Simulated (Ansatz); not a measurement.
# Two structures of La: comparison of enthalpies under pressure from a Python script

The task here is to estimate one member of a computed series from the others.

All numbers are computed with Ansatz 0.2.0, driven from Python. Level of theory: DFT LDA, plane waves, PAW.

### The system

La Im-3m: It takes space group Im-3m (No. 229, cubic). Conventional cell: a = 4.210 Å, b = 4.210 Å, c = 4.210 Å, α = 90.00°, β = 90.00°, γ = 90.00°. La (site symmetry m-3m) has 8 La at 3.65 Å as nearest neighbours.

La Pm-3m: It takes space group Pm-3m (No. 221, cubic). Conventional cell: a = 3.450 Å, b = 3.450 Å, c = 3.450 Å, α = 90.00°, β = 90.00°, γ = 90.00°. La (site symmetry m-3m) has 6 La at 3.45 Å as nearest neighbours.

No structure file is read: the coordinates are typed or built in the script.

Set-up of the first run:

transition_la.py

```python
import warnings

import ansatz
import numpy as np
from tabulate import tabulate


def bcc(A, a):
    return (
        ansatz.Lattice.bcc(a)
        .space_group(229)
        .atom(A, [0, 0, 0])
        .primitive()
    )


def sc(first, a):
    return (
        ansatz.Lattice.cubic(a)
        .space_group(221)
        .atom(first, [0, 0, 0])
    )


def compute(name, crystal, pressure=0.0):
    calc = crystal.calculation()
    calc = calc.functional(ansatz.Functional.LDA)
    calc = calc.basis(34 * ansatz.Ry)
    calc = calc.kpoints(spacing=0.15)
    calc = calc.occupations("gaussian", width=0.05)
    calc = calc.relax(force_tolerance=0.03, max_steps=60, cell=True, pressure=pressure)
    return calc.run(threads=1)


def volume_per_atom(outcome):
    return abs(np.linalg.det(outcome.lattice.cell_ang)) / len(outcome.lattice.sites)

warnings.simplefilter("ignore", ansatz.DeckWarning)

phases = {}
phases["bcc"] = bcc("La", 4.21)
phases["sc"] = sc("La", 3.45)

pressures = [0, 15, 30, 45]
enthalpy, volume = {name: [] for name in phases}, {name: [] for name in phases}
for p in pressures:
    for name, crystal in phases.items():
        o = compute(name, crystal, pressure=p)
        volume[name].append(volume_per_atom(o))
        enthalpy[name].append(o.report["energy_sigma0_ev"] / len(o.lattice.sites) + p * volume[name][-1] / 160.21766)
gap = np.array(enthalpy["sc"]) - np.array(enthalpy["bcc"])
rows = [(p, va, vb, 1000 * d) for p, va, vb, d in zip(pressures, volume["bcc"], volume["sc"], gap)]
print(tabulate(rows, headers=["P (GPa)", "V bcc (A^3/atom)", "V sc (A^3/atom)", "H(sc) - H(bcc) (meV/atom)"], floatfmt=".4f", tablefmt="github"))
crossings = [p0 - g0 * (p1 - p0) / (g1 - g0) for p0, p1, g0, g1 in zip(pressures, pressures[1:], gap, gap[1:]) if g0 * g1 < 0]
print("crossing near", [round(float(p), 1) for p in crossings], "GPa") if crossings else print("no crossing in this range")
```

Run with:

```bash
python transition_la.py
```

Steps of the session up to this table: Running it.

One of the session's tables, all rows but one given; the rest of the session is left out.

Enthalpy H = E + pV of the second structure less the first:

| pressure (GPa) | ΔH (meV/atom) |
| --- | --- |
| 0 | 306.6 |
| 15 | ? |
| 30 | 303.6 |
| 45 | 377.6 |

Estimate the missing values for pressure (GPa) = 15.

Worked estimate for «ΔH (meV/atom)». A straight line through the neighbours (0, 306.6) and (30, 303.6) gives 306.6 + (303.6 − 306.6) × (15 − 0) / (30 − 0) = 305.1; a parabola fitted to 3 rows on both sides gives 279.9.

**Answer.** ΔH (meV/atom): 268.4. In «ΔH (meV/atom)» the line misses by +36.7 and the parabola by +11.5. The values bend between the rows more than so simple an estimate can follow.

Caveats from the session: Notes:
- At a fixed pressure a relaxation lowers the enthalpy F + PV, while F alone can rise.
- Only these two structures are compared, at zero temperature and with their symmetry kept; either may be hypothetical, and another phase may be lower than both.
